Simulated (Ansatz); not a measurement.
# AlRu: the cost of one run

Computed with Ansatz 0.2.0 (DFT LDA, scalar-relativistic, plane waves, PAW, unless a step's input says otherwise).

4 further runs of the same task are left out: 4 set aside as unsound or not needed.

## (1) The system as given

It takes space group Pm-3m (No. 221, cubic). Conventional cell: a = 2.956 Å, b = 2.956 Å, c = 2.956 Å, α = 90.00°, β = 90.00°, γ = 90.00°. Around Al (site symmetry m-3m) lie 8 Ru at 2.56 Å. Ru (site symmetry m-3m) is surrounded by 8 Al at 2.56 Å.

As a file:

```
CELL_PARAMETERS angstrom
2.95566 0.00000 0.00000
0.00000 2.95566 0.00000
0.00000 0.00000 2.95566
ATOMIC_POSITIONS crystal
Al 0.00000 0.00000 0.00000
Ru 0.50000 0.50000 0.50000
```

It is the result of an earlier relaxation at this level (volume 12.91 Å³/atom; gap on the mesh: none (metal)).

## (2) The cell at 0.98 of its volume

Contents of input.yaml:

```yaml
crystal:
  lattice:
    - [2.9358193035, 0.0, 0.0]
    - [0.0, 2.9358193035, 0.0]
    - [0.0, 0.0, 2.9358193035]
  atoms:
    - { symbol: Al, position: [0.0, 0.0, 0.0] }
    - { symbol: Ru, position: [0.5, 0.5, 0.5] }
basis:
  ecutwfc: 420
kpoints:
  mp_grid: { grid: [14, 14, 14] }
hamiltonian:
  xc: lda
scf:
  occupations: { method: fermi_dirac, width: 0.15 }
output:
  forces: true
  stress: true
  eigenvalues: true
```

Started as:

```
ansatz run input.yaml --threads 1 --pin off --max-ram 3072MiB --backend cpu --events-out ev --progress --plain --runs-dir out
```

What time and memory should one allow on 1 thread of Intel Xeon at 2.50GHz (Skylake/Cascade Lake), shared host?

About 6.1 s, with a peak of 0.34 GiB.
